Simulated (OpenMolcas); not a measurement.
# Co⁴⁺ among point charges: CASSCF and CASPT2 levels and susceptibility, part 2 of 2

Aim: the splitting of the states of Co⁴⁺ in the field of 6 point charges, its lowest levels with spin-orbit coupling and its magnetic susceptibility.

OpenMolcas 26.06; ANO-RCC-VDZP, DKH2, active space 5 electrons in 5 orbitals (3d), orbitals: per spin and parity. Surroundings: 6 point charges of -1.43 e arranged as an octahedron (Oh), 2.12 Å from the ion. Earlier steps stand in the parts before.

## 7. CASPT2: IPEA 0.25, imaginary shift 0.1 (closed shells correlated: 3s 3p)

File a.inp:

```
>>> COPY JOB001 $Project.JobIph
&CASPT2
Multistate=1 1
Frozen=2 3
IPEA=0.25
Imaginary=0.1
MaxIter=60
WThr=0.0 0.3 0.05
PrWF=0.5
NoMix
>>> COPY JOB002 $Project.JobIph
&CASPT2
Multistate=24 1 2 3 4 5 6 7 8 9 10 11 12 13 14 15 16 17 18 19 20 21 22
23 24
NoMult
Frozen=2 3
IPEA=0.25
Imaginary=0.1
MaxIter=60
WThr=0.0 0.3 0.05
PrWF=0.5
NoMix
>>> COPY JOB003 $Project.JobIph
&CASPT2
Multistate=75 1 2 3 4 5 6 7 8 9 10 11 12 13 14 15 16 17 18 19 20 21 22
23 24 25 26 27 28 29 30 31 32 33 34 35 36 37 38 39 40 41 42 43 44 45 46
47 48 49 50 51 52 53 54 55 56 57 58 59 60 61 62 63 64 65 66 67 68 69 70
71 72 73 74 75
NoMult
Frozen=2 3
IPEA=0.25
Imaginary=0.1
MaxIter=60
WThr=0.0 0.3 0.05
PrWF=0.5
NoMix
```

Launch:

```
OMP_NUM_THREADS=1 MOLCAS_MEM=1689 MOLCAS_PROJECT=a pymolcas a.inp > a.log
```

Output:

```text
Orbital specifications:
      -----------------------

      Symmetry species                           1   2
                                                ag  au
      Frozen orbitals                            2   3
      Inactive orbitals                          1   3
      Active orbitals                            5   0
      Secondary orbitals                         7  13
      Deleted orbitals                           0   0
      Number of basis functions                 15  19
Type of calculation                        SS-CASPT2
      Fock operator                              state-specific
      IPEA shift                                 0.25
      Real shift                                 0.00
      Imaginary shift                            0.10
      The input orbitals will be transformed to quasi-canonical
Reference energy:       -1396.6016233788
      E2 (Non-variational):      -0.2479015818
      Shift correction:          -0.0000453255
      E2 (Variational):          -0.2479469073
      Total energy:           -1396.8495702862
      Residual norm:              0.0000004502
      Reference weight:           0.96911
      Contributions to the CASPT2 correlation energy
      Active & Virtual Only:         -0.0449914531
      One Inactive Excited:          -0.1309900135
      Two Inactive Excited:          -0.0719201152
::    CASPT2 Root  1     Total energy:  -1396.84957029
Orbital specifications:
      -----------------------

      Symmetry species                           1   2
                                                ag  au
      Frozen orbitals                            2   3
      Inactive orbitals                          1   3
      Active orbitals                            5   0
      Secondary orbitals                         7  13
      Deleted orbitals                           0   0
      Number of basis functions                 15  19
Type of calculation                        SS-CASPT2
      Fock operator                              state-specific
      IPEA shift                                 0.25
      Real shift                                 0.00
      Imaginary shift                            0.10
      The input orbitals will be transformed to quasi-canonical
Reference energy:       -1396.4097706905
      E2 (Non-variational):      -0.2580009055
      Shift correction:          -0.0000511514
      E2 (Variational):          -0.2580520568
      Total energy:           -1396.6678227474
      Residual norm:              0.0000002037
      Reference weight:           0.96716
      Contributions to the CASPT2 correlation energy
      Active & Virtual Only:         -0.0475579689
      One Inactive Excited:          -0.1394246299
      Two Inactive Excited:          -0.0710183067
Reference energy:       -1396.4097706905
      E2 (Non-variational):      -0.2580663985
      Shift correction:          -0.0000510668
      E2 (Variational):          -0.2581174653
      Total energy:           -1396.6678881558
      Residual norm:              0.0000001970
      Reference weight:           0.96715
      Contributions to the CASPT2 correlation energy
      Active & Virtual Only:         -0.0475709411
      One Inactive Excited:          -0.1394581614
      Two Inactive Excited:          -0.0710372961
::    CASPT2 Root  1     Total energy:  -1396.66782275
::    CASPT2 Root  2     Total energy:  -1396.66788816
::    CASPT2 Root  3     Total energy:  -1396.66779150
::    CASPT2 Root  4     Total energy:  -1396.66723963
::    CASPT2 Root  5     Total energy:  -1396.66720770
::    CASPT2 Root  6     Total energy:  -1396.66710958
::    CASPT2 Root  7     Total energy:  -1396.66694015
::    CASPT2 Root  8     Total energy:  -1396.66696200
::    CASPT2 Root  9     Total energy:  -1396.66642734
::    CASPT2 Root 10     Total energy:  -1396.64869104
::    CASPT2 Root 11     Total energy:  -1396.64852629
::    CASPT2 Root 12     Total energy:  -1396.64867546
::    CASPT2 Root 13     Total energy:  -1396.63149031
::    CASPT2 Root 14     Total energy:  -1396.63150091
::    CASPT2 Root 15     Total energy:  -1396.63150998
::    CASPT2 Root 16     Total energy:  -1396.63097107
::    CASPT2 Root 17     Total energy:  -1396.63091784
::    CASPT2 Root 18     Total energy:  -1396.55250897
::    CASPT2 Root 19     Total energy:  -1396.55250034
::    CASPT2 Root 20     Total energy:  -1396.55250193
::    CASPT2 Root 21     Total energy:  -1396.55153811
::    CASPT2 Root 22     Total energy:  -1396.55114865
::    CASPT2 Root 23     Total energy:  -1396.55115553
::    CASPT2 Root 24     Total energy:  -1396.55123068
Orbital specifications:
      -----------------------

      Symmetry species                           1   2
                                                ag  au
      Frozen orbitals                            2   3
      Inactive orbitals                          1   3
      Active orbitals                            5   0
      Secondary orbitals                         7  13
      Deleted orbitals                           0   0
      Number of basis functions                 15  19
Type of calculation                        SS-CASPT2
      Fock operator                              state-specific
      IPEA shift                                 0.25
      Real shift                                 0.00
      Imaginary shift                            0.10
      The input orbitals will be transformed to quasi-canonical
Reference energy:       -1396.3281028817
      E2 (Non-variational):      -0.2553474788
      Shift correction:          -0.0000492142
      E2 (Variational):          -0.2553966930
      Total energy:           -1396.5834995747
      Residual norm:              0.0000000927
      Reference weight:           0.96784
      Contributions to the CASPT2 correlation energy
      Active & Virtual Only:         -0.0445017183
      One Inactive Excited:          -0.1477195279
      Two Inactive Excited:          -0.0631262326
Reference energy:       -1396.3281028817
      E2 (Non-variational):      -0.2553438059
      Shift correction:          -0.0000492049
      E2 (Variational):          -0.2553930108
      Total energy:           -1396.5834958925
      Residual norm:              0.0000000935
      Reference weight:           0.96784
      Contributions to the CASPT2 correlation energy
      Active & Virtual Only:         -0.0444942516
      One Inactive Excited:          -0.1477109160
      Two Inactive Excited:          -0.0631386382
::    CASPT2 Root  1     Total energy:  -1396.58349957
::    CASPT2 Root  2     Total energy:  -1396.58349589
::    CASPT2 Root  3     Total energy:  -1396.58358120
::    CASPT2 Root  4     Total energy:  -1396.58343808
::    CASPT2 Root  5     Total energy:  -1396.58338911
::    CASPT2 Root  6     Total energy:  -1396.58304100
::    CASPT2 Root  7     Total energy:  -1396.58326078
::    CASPT2 Root  8     Total energy:  -1396.58341155
::    CASPT2 Root  9     Total energy:  -1396.58335823
::    CASPT2 Root 10     Total energy:  -1396.58340375
::    CASPT2 Root 11     Total energy:  -1396.58300762
::    CASPT2 Root 12     Total energy:  -1396.58299164
::    CASPT2 Root 13     Total energy:  -1396.58243642
::    CASPT2 Root 14     Total energy:  -1396.56740674
::    CASPT2 Root 15     Total energy:  -1396.56774274
::    CASPT2 Root 16     Total energy:  -1396.56738708
::    CASPT2 Root 17     Total energy:  -1396.56770053
::    CASPT2 Root 18     Total energy:  -1396.56778752
::    CASPT2 Root 19     Total energy:  -1396.55995211
::    CASPT2 Root 20     Total energy:  -1396.55993919
::    CASPT2 Root 21     Total energy:  -1396.55986660
::    CASPT2 Root 22     Total energy:  -1396.55912281
::    CASPT2 Root 23     Total energy:  -1396.55590926
::    CASPT2 Root 24     Total energy:  -1396.55584738
::    CASPT2 Root 25     Total energy:  -1396.55587954
::    CASPT2 Root 26     Total energy:  -1396.53187772
::    CASPT2 Root 27     Total energy:  -1396.53195217
::    CASPT2 Root 28     Total energy:  -1396.53192726
::    CASPT2 Root 29     Total energy:  -1396.53135184
::    CASPT2 Root 30     Total energy:  -1396.53129519
```

Time for this run: 6.3 s (1 thread of Arm Neoverse V1, shared host).

SS-CASPT2: lowest energy less the reference's lowest, -0.2479 hartree; reference weights 0.960 to 0.969.

States without spin-orbit coupling:

| state | degeneracy | E (cm-1) | free-ion L (%) |
| --- | --- | --- | --- |
| 6A1 | 1 | 0 | S (100) |
| 4T1 | 3 | 39886 | G (98) |
| 4T2 | 3 | 40029 | G (100) |
| 4E | 2 | 40080 | G (100) |
| 4A1 | 1 | 40195 | G (100) |
| 4T1 | 3 | 44101 | P (98) |
| 4T2 | 3 | 47861 | D (100) |
| 4E | 2 | 47983 | D (100) |
| 2T2 | 3 | 58390 | I (99) |
| 2A2 | 1 | 58409 | I (99) |
| 2T1 | 3 | 58420 | I (99) |
| 2T2 | 3 | 58455 | I (99) |
| 2E | 2 | 58505 | I (100) |
| 2A1 | 1 | 58629 | I (100) |
| 2E | 2 | 61854 | D (98) |
| 2T2 | 3 | 61905 | D (76) |
| 2T1 | 3 | 63571 | F (99) |
| 2A2 | 1 | 63746 | F (99) |
| 2T2 | 3 | 64458 | F (76) |
| 4T1 | 3 | 65199 | F (100) |
| 4T2 | 3 | 65467 | F (100) |
| 4A2 | 1 | 65478 | F (100) |
| 2T1 | 3 | 69716 | H (98) |
| 2E | 2 | 69847 | H (95) |

With spin-orbit coupling:

```
E (cm-1)  Degeneracy  Label  2S+1               g
       0           6            6                
   39850           2     Γ7     4  2.15 2.15 2.15
   39860           4     Γ8     4                
   39880           4     Γ8     4                
   39920           2     Γ6     4  2.39 2.39 2.39
   39960           2     Γ7     4  1.77 1.77 1.77
   40010           4     Γ8     4                
   40050           2     Γ6     4  4.51 4.51 4.51
   40060           4     Γ8     4                
   40070           2     Γ7     4  2.30 2.30 2.30
   40080           4     Γ8     4                
   40090           2     Γ6     4  0.56 0.56 0.56
   40190           4     Γ8     4                
   43780           4     Γ8     4                
   43790           2     Γ7     4  2.63 2.63 2.63
   43910           4     Γ8     4                
   44060           2     Γ6     4  2.63 2.63 2.63
   47820           2     Γ6     4  2.83 2.83 2.83
   47870           4     Γ8     4                
   47920           2     Γ7     4  4.31 4.31 4.31
   48070           2     Γ6     4  0.46 0.46 0.46
   48070           4     Γ8     4                
   48210           4     Γ8     4                
   48240           2     Γ7     4  2.34 2.34 2.34
```

Powder χT (cm³ K/mol): 4.38 at 2 K, 4.38 at 5 K, 4.38 at 10 K, 4.38 at 20 K, 4.38 at 50 K, 4.38 at 100 K, 4.38 at 150 K, 4.38 at 200 K, 4.38 at 250 K, 4.38 at 300 K.

## 8. The methods side by side

A. CASSCF
B. SS-CASPT2, IPEA 0.25, imaginary shift 0.1 (closed shells correlated: 3s 3p)

| method | ground state | first gap with spin-orbit (cm-1) | χT at 300 K |
| --- | --- | --- | --- |
| A | 6A1 | 42071.8 | 4.39 |
| B | 6A1 | 39848.0 | 4.38 |

## 9. What came out

What follows sums up all 2 parts.

| quantity | value |
| --- | --- |
| method | SS-CASPT2, IPEA 0.25, imaginary shift 0.1 (closed shells correlated: 3s 3p) |
| spin-free ground state | 6A1, 1-fold in its orbital part |
| lowest level | 6-fold |
| next level | 39848.0 cm⁻¹ |
| χT at 300 K | 4.38 cm³ K/mol |
| effective moment at 300 K | 5.92 μB |

Cost by method:

| method | time of its own steps | time with the reference |
| --- | --- | --- |
| A. CASSCF | 25 s | 25 s |
| B. SS-CASPT2, IPEA 0.25, imaginary shift 0.1, +3s 3p | 6.3 s | 31 s |

Times are of one thread on a shared host.

In words: The spin-free ground state (6A1) comes to 100 % from free-ion S terms and keeps the highest spin of the shell. χT at 300 K is 4.38, against 4.39 cm³ K/mol for the spin alone, as a half-filled shell (L = 0) has no orbital moment. An active space of the d shell alone favours high spin; real ions in strong fields can be low spin. CASPT2 does not keep the components of a term degenerate, and the means are used. The field of point charges can differ much from that of real complexes. With metal d orbitals alone active, the gaps between spin states are rough; where two lie within a few thousand cm-1, their order is open. Point charges carry no covalency, so the field is a model and not that of real ligands.
